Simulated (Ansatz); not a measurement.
Task: a geometry optimisation of CdH2OS, SMILES [OH][Cd][SH], with the Ansatz DFT code, driven from Python. Give the script and its output. Level of theory: CAM-B3LYP, def2-SVP basis, multiplicity 1.

```xyz
5

O    -0.0880   -1.3026    0.5614
Cd   -1.0625    0.2185   -0.1754
S     0.3730    1.9751   -0.8167
H    -0.5849   -2.0806    0.8265
H     1.3624    1.1896   -0.3958
```

`run_opt.py`
```python
"""Relax the CdH2OS molecule."""

import logging
import sys

import ansatz as az
import numpy as np

logging.basicConfig(stream=sys.stdout, format="[%(levelname)s] %(message)s")
log = logging.getLogger("ansatz_job")
log.setLevel(logging.INFO)

geometry_ang = [
    ("O", [-0.08801, -1.30259, 0.56139]),
    ("Cd", [-1.06252, 0.21849, -0.1754]),
    ("S", [0.37304, 1.9751, -0.81667]),
    ("H", [-0.58495, -2.08063, 0.82648]),
    ("H", [1.36244, 1.18963, -0.3958]),
]
geometry = az.Crystal.molecule()
for symbol, xyz in geometry_ang:
    geometry = geometry.atom(symbol, xyz)

calc = geometry.calculation()
calc = calc.basis(gaussian="def2-SVP").functional("cam_b3lyp")
symbols = [site.symbol for site in geometry.cartesian_sites]
start = np.array([site.position_ang for site in geometry.cartesian_sites], dtype=float)
def progress(event):
    if event["event"] == "relax_step":
        row = event["data"]
        log.info(f"step {row['step']:3d}  E = {row['lagrangian_ev']:.6f} eV  max force {row['allowed_force_max_ev_ang']:.4f} eV/A")


r = calc.relax(force_tolerance=0.02, max_steps=100).session().plan().execute(on_event=progress).report
end = np.array(r["positions_ang"])

log.info("reference energy %16.6f eV" % r["reference_energy_ev"])
log.info("total energy     %16.6f eV" % r["free_energy_ev"])
print("occupied (up, down):", r["n_occupied"], " virtual:", r["n_virtual"], " frozen:", r["n_frozen"])

log.info("final positions (A) and the move of each atom")
for symbol, xyz, old in zip(symbols, end, start):
    log.info(f"{symbol:2s} {xyz[0]:10.5f} {xyz[1]:10.5f} {xyz[2]:10.5f}   {np.linalg.norm(xyz - old):7.4f}")
with open("cdh2os_opt.xyz", "w") as handle:
    handle.write(f"{len(symbols)}\nrelaxed CdH2OS\n")
    handle.writelines(f"{s:2s} {x:11.6f} {y:11.6f} {z:11.6f}\n" for s, (x, y, z) in zip(symbols, end))
```

```console
$ python run_opt.py
[INFO] step   1  E = -17472.469327 eV  max force 1.0204 eV/A
[INFO] step   2  E = -17472.748604 eV  max force 0.7661 eV/A
[INFO] step   3  E = -17472.927991 eV  max force 0.8211 eV/A
[INFO] step   4  E = -17473.124026 eV  max force 0.5385 eV/A
[INFO] step   5  E = -17473.268545 eV  max force 0.4394 eV/A
[INFO] step   6  E = -17473.367222 eV  max force 0.3988 eV/A
[INFO] step   7  E = -17473.386651 eV  max force 0.5628 eV/A
[INFO] step   8  E = -17473.390088 eV  max force 0.3811 eV/A
[INFO] step   9  E = -17473.429674 eV  max force 0.2033 eV/A
[INFO] step  10  E = -17473.433221 eV  max force 0.0345 eV/A
[INFO] step  11  E = -17473.433986 eV  max force 0.0231 eV/A
[INFO] step  12  E = -17473.434115 eV  max force 0.0754 eV/A
[INFO] step  13  E = -17473.433211 eV  max force 0.1767 eV/A
[INFO] step  14  E = -17473.434444 eV  max force 0.0048 eV/A
[INFO] reference energy    -17473.434553 eV
[INFO] total energy        -17473.434553 eV
occupied (up, down): [23, 23]  virtual: [50, 50]  frozen: 0
[INFO] final positions (A) and the move of each atom
[INFO] O    -0.57679   -1.67704    1.07169    0.7997
[INFO] Cd   -0.22762    0.04371    0.20247    0.9329
[INFO] S     0.19439    2.13530   -0.72903    0.2555
[INFO] H    -0.87691   -2.35890    0.45809    0.5462
[INFO] H     1.48692    1.85693   -1.00322    0.9109
```

File `cdh2os_opt.xyz` afterwards:
```text
5
relaxed CdH2OS
O    -0.576789   -1.677035    1.071690
Cd   -0.227620    0.043706    0.202468
S     0.194395    2.135298   -0.729030
H    -0.876905   -2.358902    0.458089
H     1.486920    1.856934   -1.003217
```

Reading the output:
- Total energies depend on the basis set; only differences at equal settings carry meaning.
- The end point is the stationary point reached from this start; no frequency run checks that it is a minimum, and the basis set is modest.
- def2 sets replace the cores of elements past krypton by effective core potentials.
- The whole script took 52 s on 1 thread of Arm Neoverse V1 (shared host), peak memory 0.23 GiB.

(Lines on the test bed's own set-up are left out of the output.)
